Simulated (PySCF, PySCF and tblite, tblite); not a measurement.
# (CH3)3CCHF2 (C5H10F2): conformers and averaged spectra

Aim: find the conformers of (CH3)3CCHF2 (C5H10F2) (`CC(C)(C)C(F)F`), weigh them, and average their properties.

Programs: PySCF 2.14.0 with density-fitted response routines of our own, and tblite 0.8.0. All values are computed, except where a source is named. Atoms count from 0 throughout.

### Step 1. The molecule as given

17 atoms, charge 0, multiplicity 1; geometry from: MMFF94s geometry.

Bonds of the start (Å): C0–C1 1.54, C0–H7 1.09, C0–H8 1.09, C0–H9 1.11, C1–C2 1.53, C1–C3 1.54, C1–C4 1.52, C2–H10 1.10, C2–H11 1.08, C2–H12 1.09, C3–H13 1.09, C3–H14 1.10, C3–H15 1.10, C4–F5 1.35, C4–F6 1.37, C4–H16 1.10.

### Step 2. GFN2-xTB relaxation, conformer 1

The job: settings as JSON, then the geometry in Å.

```
{"job": {"xc": "GFN2-xTB", "basis": "xTB", "kind": "relax"}, "charge": 0, "multiplicity": 1}
C     -0.205400     0.306000     1.496900
C     -0.006500     0.021000    -0.004600
C      0.574300     1.262000    -0.682100
C      0.995000    -1.134800    -0.155300
C     -1.343300    -0.360800    -0.630400
F     -1.849900    -1.479300    -0.061000
F     -1.168500    -0.645500    -1.956100
H     -0.602900    -0.563500     2.026800
H      0.731800     0.587800     1.984900
H     -0.927500     1.130400     1.646700
H     -0.127100     2.111200    -0.598800
H      1.516500     1.562400    -0.238100
H      0.732800     1.087600    -1.742500
H      1.179000    -1.377500    -1.204700
H      0.621800    -2.043300     0.340600
H      1.959300    -0.893000     0.319000
H     -2.086300     0.441300    -0.551100
```

Run with:

```
$ OMP_NUM_THREADS=1 python ens_run.py task.json out
```

This one command runs the whole study; its stages follow in the order run.

What it wrote:

```text
step      E/eV     max force
  0    -688.07999    1.217
  1    -688.11997    0.439
  2    -688.12894    0.224
  3    -688.13180    0.105
  4    -688.13350    0.081
  5    -688.13444    0.079
  6    -688.13519    0.082
  7    -688.13583    0.065
  8    -688.13622    0.043
  9    -688.13640    0.028
 10    -688.13640    0.028
 11    -688.13646    0.024
 12    -688.13665    0.020
 13    -688.13670    0.022
 14    -688.13684    0.026
 15    -688.13693    0.023
 16    -688.13703    0.027
 17    -688.13711    0.022
 18    -688.13718    0.017
 19    -688.13721    0.012
 20    -688.13723    0.007
 21    -688.13724    0.006
 22    -688.13725    0.009
 23    -688.13726    0.012
 24    -688.13727    0.009
 25    -688.13728    0.008
 26    -688.13729    0.008
 27    -688.13730    0.010
 28    -688.13732    0.016
 29    -688.13734    0.019
 30    -688.13738    0.015
 31    -688.13740    0.010
 32    -688.13743    0.010
 33    -688.13744    0.008
 34    -688.13745    0.006
 35    -688.13745    0.004
```

Run time: 0.16 s. Hardware: 1 thread of Arm Neoverse V2, shared host.

The energy fell by 0.057 eV, and the atoms moved 0.03 Å (root mean square).

### Step 3. DFT optimisation, start 1: PBE0-D3(BJ)/def2-SVP

The job: settings as JSON, then the geometry in Å.

```
{"job": {"kind": "geom", "xc": "PBE0", "basis": "def2-SVP", "d3": "d3bj", "grid": 1, "maxiter": 40}, "charge": 0, "multiplicity": 1}
C     -0.219872     0.309128     1.500394
C      0.028512     0.020975     0.018605
C      0.561336     1.269043    -0.687603
C      1.008112    -1.143222    -0.143435
C     -1.312215    -0.357021    -0.624817
F     -1.841447    -1.470711    -0.059048
F     -1.170609    -0.645247    -1.942841
H     -0.635384    -0.565898     1.994592
H      0.716452     0.569560     1.986532
H     -0.914694     1.137756     1.621727
H     -0.129454     2.102054    -0.574037
H      1.518699     1.553387    -0.259178
H      0.700199     1.076883    -1.748896
H      1.166841    -1.360470    -1.197217
H      0.618057    -2.036311     0.339268
H      1.963722    -0.890851     0.308637
H     -2.065254     0.442975    -0.542592
```

What it wrote:

```text
step      E/eV     max force
  0    -10763.19350   0.6228
  1    -10763.22921   0.1180
  2    -10763.23005   0.0251
```

Run time: 27 s. Hardware: 1 thread of Arm Neoverse V2, shared host; peak memory 0.6 GiB.

Gain 0.037 eV; displacement 0.02 Å root mean square.

### Step 4. Shieldings, conformer 1: WP04/pcSseg-1 in chloroform

The job: settings as JSON, then the geometry in Å.

```
{"job": {"xc": "WP04", "basis": "pcSseg-1", "solvent": "chloroform", "kind": "nmr", "pop": true}, "charge": 0, "multiplicity": 1}
C     -0.223598     0.305089     1.494990
C      0.023015     0.015388     0.014494
C      0.554844     1.263456    -0.690010
C      0.999293    -1.149973    -0.148000
C     -1.309785    -0.355461    -0.624475
F     -1.831619    -1.464852    -0.048308
F     -1.155443    -0.627290    -1.942857
H     -0.627380    -0.578129     2.010430
H      0.718046     0.589939     1.987840
H     -0.935547     1.135370     1.630665
H     -0.145159     2.109523    -0.593483
H      1.513441     1.571539    -0.245807
H      0.717096     1.075473    -1.761262
H      1.166377    -1.379012    -1.210551
H      0.615161    -2.056958     0.341179
H      1.969507    -0.898250     0.306669
H     -2.055252     0.456180    -0.531424
```

What it wrote:

```text
coarse grid: 13808 points
cycle   1  E = -404.4680408548  dE =  5.291e-01  |g| = 1.130e+00  |ddm| = 3.424e+00
cycle   2  E = -404.2437597915  dE =  2.243e-01  |g| = 1.637e+00  |ddm| = 1.616e+00
cycle   3  E = -404.6792242754  dE = -4.355e-01  |g| = 1.351e-01  |ddm| = 1.024e+00
cycle   4  E = -404.6825731194  dE = -3.349e-03  |g| = 5.042e-02  |ddm| = 1.247e-01
cycle   5  E = -404.6831572461  dE = -5.841e-04  |g| = 9.746e-03  |ddm| = 4.556e-02
cycle   6  E = -404.6831771920  dE = -1.995e-05  |g| = 3.329e-03  |ddm| = 1.009e-02
cycle   7  E = -404.6831793436  dE = -2.152e-06  |g| = 4.288e-04  |ddm| = 2.385e-03
final grid: 132968 points
cycle   8  E = -404.7626917622  dE = -8.167e-05  |g| = 1.051e-02  |ddm| = 4.135e-02
cycle   9  E = -404.7626687840  dE =  2.298e-05  |g| = 1.511e-02  |ddm| = 1.850e-02
cycle  10  E = -404.7627165134  dE = -4.773e-05  |g| = 1.242e-03  |ddm| = 1.083e-02
cycle  11  E = -404.7627167621  dE = -2.487e-07  |g| = 3.259e-04  |ddm| = 9.317e-04
cycle  12  E = -404.7627167813  dE = -1.919e-08  |g| = 5.494e-05  |ddm| = 2.168e-04
cycle  13  E = -404.7627167818  dE = -5.573e-10  |g| = 2.406e-05  |ddm| = 5.686e-05
converged SCF energy = -404.7627167818

GIAO shielding tensors (ppm)
atom      isotropic    diamagn.    paramagn.     s11        s22        s33       span
  0 C      147.017     249.036    -102.019    133.080    135.660    172.312     39.231
  1 C      131.856     248.659    -116.802    124.674    129.818    141.078     16.404
  2 C      146.961     249.042    -102.081    133.124    135.547    172.212     39.088
  3 C      151.329     248.559     -97.230    139.375    141.300    173.313     33.938
  4 C       44.133     245.105    -200.972     23.131     51.655     57.613     34.482
  5 F      325.366     477.718    -152.352    225.412    355.442    395.245    169.832
  6 F      325.258     477.722    -152.464    225.072    355.541    395.161    170.089
  7 H       30.374      31.123      -0.749     26.300     28.948     35.874      9.574
  8 H       30.637      31.239      -0.602     27.231     28.450     36.230      8.998
  9 H       30.635      31.204      -0.569     27.143     28.110     36.651      9.509
 10 H       30.630      31.200      -0.571     27.146     28.103     36.640      9.494
 11 H       30.634      31.233      -0.599     27.230     28.444     36.227      8.997
 12 H       30.365      31.119      -0.754     26.287     28.953     35.855      9.568
 13 H       30.321      31.005      -0.684     26.391     28.663     35.908      9.517
 14 H       30.321      31.009      -0.687     26.398     28.658     35.908      9.510
 15 H       30.775      31.221      -0.446     27.229     28.744     36.353      9.123
 16 H       25.963      30.197      -4.234     24.286     24.962     28.641      4.355
```

It took 21 s on 1 thread of Arm Neoverse V2, shared host; peak memory 0.97 GiB.

Key values: HOMO -10.23 eV, LUMO 0.05 eV; dipole 2.65 D.

### Step 5. Single-point energy, conformer 1: PBE0/def2-TZVP in chloroform

Changed since step 4:

```diff
@@ -1,2 +1,2 @@
-{"job": {"xc": "WP04", "basis": "pcSseg-1", "solvent": "chloroform", "kind": "nmr", "pop": true}, "charge": 0, "multiplicity": 1}
+{"job": {"xc": "PBE0", "basis": "def2-TZVP", "solvent": "chloroform", "kind": "sp"}, "charge": 0, "multiplicity": 1}
 C     -0.223598     0.305089     1.494990
```

What it wrote:

```text
coarse grid: 13808 points
cycle   1  E = -395.8920253138  dE =  6.228e-01  |g| = 7.302e-01  |ddm| = 2.861e+00
cycle   2  E = -395.8278167032  dE =  6.421e-02  |g| = 9.924e-01  |ddm| = 9.420e-01
cycle   3  E = -395.9864725271  dE = -1.587e-01  |g| = 6.777e-02  |ddm| = 5.456e-01
cycle   4  E = -395.9871196616  dE = -6.471e-04  |g| = 3.645e-02  |ddm| = 6.951e-02
cycle   5  E = -395.9874073740  dE = -2.877e-04  |g| = 5.267e-03  |ddm| = 2.813e-02
cycle   6  E = -395.9874130080  dE = -5.634e-06  |g| = 1.750e-03  |ddm| = 4.685e-03
final grid: 132968 points
cycle   7  E = -395.9835718583  dE = -1.138e-04  |g| = 8.831e-03  |ddm| = 9.465e-02
cycle   8  E = -395.9835621320  dE =  9.726e-06  |g| = 1.100e-02  |ddm| = 1.746e-02
cycle   9  E = -395.9835906535  dE = -2.852e-05  |g| = 1.060e-03  |ddm| = 8.753e-03
cycle  10  E = -395.9835908009  dE = -1.474e-07  |g| = 4.018e-04  |ddm| = 9.717e-04
cycle  11  E = -395.9835908258  dE = -2.487e-08  |g| = 6.556e-05  |ddm| = 3.394e-04
cycle  12  E = -395.9835908266  dE = -7.600e-10  |g| = 2.764e-05  |ddm| = 6.493e-05
converged SCF energy = -395.9835908266
```

It took 22 s on 1 thread of Arm Neoverse V2, shared host; peak memory 1 GiB.

In short: HOMO -8.88 eV, LUMO 1.29 eV; dipole 2.44 D.

### Step 6. Couplings, conformer 1: B3LYP/pcJ-1+pcSseg-1

Changed since step 5:

```diff
@@ -1,2 +1,2 @@
-{"job": {"xc": "PBE0", "basis": "def2-TZVP", "solvent": "chloroform", "kind": "sp"}, "charge": 0, "multiplicity": 1}
+{"job": {"xc": "B3LYP", "basis": {"default": "pcSseg-1", "H": "pcJ-1", "F": "pcJ-1"}, "nuclei": ["H", "F", "P", "Si", "B"], "kind": "j"}, "charge": 0, "multiplicity": 1}
 C     -0.223598     0.305089     1.494990
```

What it wrote:

```text
coarse grid: 13808 points
cycle   1  E = -396.0775547032  dE =  5.646e-01  |g| = 7.735e-01  |ddm| = 2.982e+00
cycle   2  E = -395.9818695598  dE =  9.569e-02  |g| = 1.114e+00  |ddm| = 1.173e+00
cycle   3  E = -396.1863621561  dE = -2.045e-01  |g| = 7.806e-02  |ddm| = 6.996e-01
cycle   4  E = -396.1872529790  dE = -8.908e-04  |g| = 4.134e-02  |ddm| = 8.339e-02
cycle   5  E = -396.1876215699  dE = -3.686e-04  |g| = 6.410e-03  |ddm| = 3.776e-02
cycle   6  E = -396.1876299173  dE = -8.347e-06  |g| = 2.264e-03  |ddm| = 8.144e-03
final grid: 132968 points
cycle   7  E = -396.2497200475  dE = -1.141e-04  |g| = 8.701e-03  |ddm| = 2.975e-02
cycle   8  E = -396.2497036648  dE =  1.638e-05  |g| = 1.259e-02  |ddm| = 1.697e-02
cycle   9  E = -396.2497358626  dE = -3.220e-05  |g| = 7.842e-04  |ddm| = 1.030e-02
cycle  10  E = -396.2497359369  dE = -7.425e-08  |g| = 4.010e-04  |ddm| = 7.932e-04
cycle  11  E = -396.2497359680  dE = -3.113e-08  |g| = 4.242e-05  |ddm| = 2.770e-04
cycle  12  E = -396.2497359683  dE = -3.070e-10  |g| = 1.694e-05  |ddm| = 4.903e-05
converged SCF energy = -396.2497359683

Indirect spin-spin couplings (Hz)
  i      j    bonds     total        FC       PSO       DSO        SD
  5 F    6 F    2    237.806    48.371   108.400    -0.427    81.462
  5 F    7 H    4      2.825     2.563    -0.890     1.356    -0.204
  5 F    8 H    4      0.932     1.068     1.208    -1.210    -0.134
  5 F    9 H    4      0.300    -0.484     1.293    -0.274    -0.235
  5 F   10 H    4     -0.606    -0.374     0.710    -1.124     0.182
  5 F   11 H    4      7.228     7.667     0.943    -1.465     0.082
  5 F   12 H    4     -2.218    -1.237     0.401    -1.318    -0.064
  5 F   13 H    4     -0.635    -0.557     0.571    -0.354    -0.294
  5 F   14 H    4      1.933     2.459    -1.740     1.377    -0.163
  5 F   15 H    4      2.635     3.080     0.912    -1.231    -0.125
  5 F   16 H    2     65.355    68.364     1.160    -0.673    -3.495
  6 F    7 H    4     -2.218    -1.236     0.399    -1.319    -0.062
  6 F    8 H    4      7.251     7.691     0.942    -1.464     0.082
  6 F    9 H    4     -0.601    -0.376     0.715    -1.121     0.181
  6 F   10 H    4      0.292    -0.496     1.289    -0.265    -0.236
  6 F   11 H    4      1.034     1.169     1.209    -1.211    -0.134
  6 F   12 H    4      2.916     2.669    -0.917     1.368    -0.204
  6 F   13 H    4      1.892     2.415    -1.736     1.377    -0.165
  6 F   14 H    4     -0.624    -0.549     0.588    -0.369    -0.294
  6 F   15 H    4      2.556     3.005     0.907    -1.229    -0.126
  6 F   16 H    2     65.360    68.365     1.163    -0.673    -3.496
  7 H    8 H    2    -14.122   -14.049     2.050    -2.123         -
  7 H    9 H    2    -13.494   -13.437     1.981    -2.038         -
  7 H   11 H    4     -0.185     0.037     1.234    -1.456         -
  7 H   12 H    4      4.098     4.347     1.566    -1.815         -
  7 H   13 H    4     -0.196     0.030     1.224    -1.450         -
  7 H   15 H    4     -0.374    -0.262     0.273    -0.385         -
  7 H   16 H    4     -0.230    -0.136     0.231    -0.326         -
  8 H    9 H    2    -14.523   -14.457     2.059    -2.125         -
  8 H   10 H    4     -0.363    -0.247     0.306    -0.423         -
  8 H   12 H    4     -0.186     0.036     1.233    -1.455         -
  8 H   14 H    4     -0.353    -0.243     0.261    -0.371         -
  8 H   16 H    4     -0.464    -0.277     1.174    -1.362         -
  9 H   11 H    4     -0.361    -0.245     0.303    -0.419         -
  9 H   13 H    4      4.071     4.321     1.574    -1.824         -
  9 H   14 H    4     -0.155     0.075     1.236    -1.467         -
  9 H   15 H    4     -0.183     0.040     1.244    -1.468         -
 10 H   11 H    2    -14.506   -14.440     2.058    -2.123         -
 10 H   12 H    2    -13.511   -13.455     1.976    -2.033         -
 10 H   13 H    4     -0.164     0.067     1.236    -1.467         -
 10 H   14 H    4      4.059     4.309     1.574    -1.823         -
 10 H   15 H    4     -0.180     0.044     1.244    -1.468         -
 11 H   12 H    2    -14.101   -14.028     2.048    -2.121         -
 11 H   13 H    4     -0.354    -0.243     0.267    -0.378         -
 11 H   16 H    4     -0.465    -0.277     1.174    -1.362         -
 12 H   14 H    4     -0.196     0.030     1.225    -1.451         -
 12 H   15 H    4     -0.375    -0.263     0.268    -0.380         -
 12 H   16 H    4     -0.231    -0.135     0.240    -0.336         -
 13 H   14 H    2    -13.973   -13.938     1.854    -1.889         -
 13 H   15 H    2    -14.003   -13.945     2.010    -2.069         -
 13 H   16 H    4     -0.645    -0.351     1.508    -1.802         -
 14 H   15 H    2    -14.003   -13.945     2.010    -2.068         -
 14 H   16 H    4     -0.645    -0.352     1.504    -1.798         -
 15 H   16 H    4      1.114     1.375     1.617    -1.878         -
```

Wall time 55 s (1 thread of Arm Neoverse V2, shared host); peak memory 1.1 GiB.

Key values: HOMO -8.81 eV, LUMO 0.95 eV; dipole 2.04 D.

### Step 7. The ensemble: properties at WP04/pcSseg-1 in chloroform

The job: settings as JSON, then the geometry in Å.

```
{"job": {"study": "conf", "smiles": "CC(C)(C)C(F)F", "search": {"seed": 927, "n_embed": 90, "ff_keep": 14, "window": 3.0, "nmax": 8, "temps": [180, 230, 298.15, 330, 400], "t_ref": 298.15, "order": 0.002, "geom": true}, "level": {"nmr": {"xc": "WP04", "basis": "pcSseg-1", "solvent": "chloroform"}, "sp": {"xc": "PBE0", "basis": "def2-TZVP", "solvent": "chloroform"}, "j": {"xc": "B3LYP", "basis": {"default": "pcSseg-1", "H": "pcJ-1", "F": "pcJ-1"}, "nuclei": ["H", "F", "P", "Si", "B"], "top": 4}}, "kind": "conf"}, "charge": 0, "multiplicity": 1}
C     -0.223598     0.305089     1.494990
C      0.023015     0.015388     0.014494
C      0.554844     1.263456    -0.690010
C      0.999293    -1.149973    -0.148000
C     -1.309785    -0.355461    -0.624475
F     -1.831619    -1.464852    -0.048308
F     -1.155443    -0.627290    -1.942857
H     -0.627380    -0.578129     2.010430
H      0.718046     0.589939     1.987840
H     -0.935547     1.135370     1.630665
H     -0.145159     2.109523    -0.593483
H      1.513441     1.571539    -0.245807
H      0.717096     1.075473    -1.761262
H      1.166377    -1.379012    -1.210551
H      0.615161    -2.056958     0.341179
H      1.969507    -0.898250     0.306669
H     -2.055252     0.456180    -0.531424
```

What it wrote:

```text
conformer  sym    E(xTB)   E(DFT)   G(298.15 K)  weight  dipole/D
    1     Cs      0.000    0.000    0.000   1.0000    2.436

mean shielding (ppm) by class
class atoms           180 K      230 K   298.15 K      330 K      400 K
  0 C  0,2,3        148.436    148.436    148.436    148.436    148.436
  1 C  1            131.857    131.857    131.857    131.857    131.857
  2 C  4             44.133     44.133     44.133     44.133     44.133
  3 F  5,6          325.312    325.312    325.312    325.312    325.312
  4 H  7,8,9         30.521     30.521     30.521     30.521     30.521
  5 H  16            25.963     25.963     25.963     25.963     25.963
```

Run time: 99 s. Hardware: 1 thread of Arm Neoverse V2, shared host. This counts the runs that the step sums up.

The search (ETKDG and KDG, MMFF94s, GFN2-xTB) embedded 90 structures, kept 1 distinct ones after the force field and 1 after xTB; 1 was carried on (window 3.0 kcal/mol at the search's own energies). Energies: PBE0/def2-TZVP in chloroform with D3(BJ).

The conformers at 298 K:

| no. | group | mirror pair | ΔE xTB | ΔE DFT | ΔG | weight (%) | μ (D) | C0–C1–C4–F5 (°) | A, B, C (GHz) |
| --- | --- | --- | --- | --- | --- | --- | --- | --- | --- |
| 1 | Cs | no | 0.00 | 0.00 | 0.00 | 100.0 | 2.44 | -61 | 3.20, 2.31, 1.93 |

Energies in kcal/mol. ΔG holds xTB vibrations and rotation, symmetry numbers and mirror pairs.

Shifts against references run at the same level (13C TMS 173.1, 1H TMS 31.55, 19F CFCl3 180.0 ppm of shielding), by class of atoms, at 298 K:

| atoms | environment | average | measured |
| --- | --- | --- | --- |
| C4 | sp3 CH bonded to 2 F | 129.0 | – |
| C1 | quaternary sp3 carbon | 41.3 | – |
| C0, C2, C3 | methyl carbon | 24.7 | – |
| H16 | hydrogen on an sp3 CH bonded to 2 F | 5.58 | – |
| H7, H8, H9 and 6 more | hydrogen on a methyl carbon | 1.03 | – |
| F5, F6 | fluorine of a CF2 group | -145.4 | -128.6 |

Measured: G. Saielli, R. Bini, A. Bagno, Computational 19F NMR. 2. Organic compounds, RSC Adv. 2014, ESI (exp. from Berger-Braun-Kalinowski 1994 and Everett 1995).

Couplings (Hz, B3LYP/pcJ-1+pcSseg-1; one pair named for each class, the eight largest averages at most for each number of bonds), from conformers that hold 100 % of the weight:

| pair | bonds | average |
| --- | --- | --- |
| F5–F6 | 2 | 237.8 |
| F5–H16 | 2 | 65.4 |
| H7–H8 | 2 | -14.0 |
| F5–H7 | 4 | 1.4 |

Effective distances for nuclear Overhauser effects, ⟨r⁻⁶⟩^(−1/6) as a mean over all pairs of two classes, so longer than the nearest pair where a class holds remote atoms (Å): H7···H16 3.03.

### Step 8. Outcome

| quantity | value |
| --- | --- |
| conformers | 1; the first in weight is no. 1 (Cs), 100 % at 298 K |
| root-mean-square dipole | 2.44 D |
| averaged 13C shifts (WP04/pcSseg-1 in chloroform) | 129.0, 41.3, 24.7 ppm |
| averaged 1H shifts (WP04/pcSseg-1 in chloroform) | 5.58, 1.03 ppm |
| averaged 19F shifts (WP04/pcSseg-1 in chloroform) | -145.4 ppm |

What this shows: The search found one conformer in the window, so the averages are its own values. Against 1 measured 19F shift the average misses by 16.8 ppm. Vibration is missing from the shifts, so part of that gap is not the functional's.
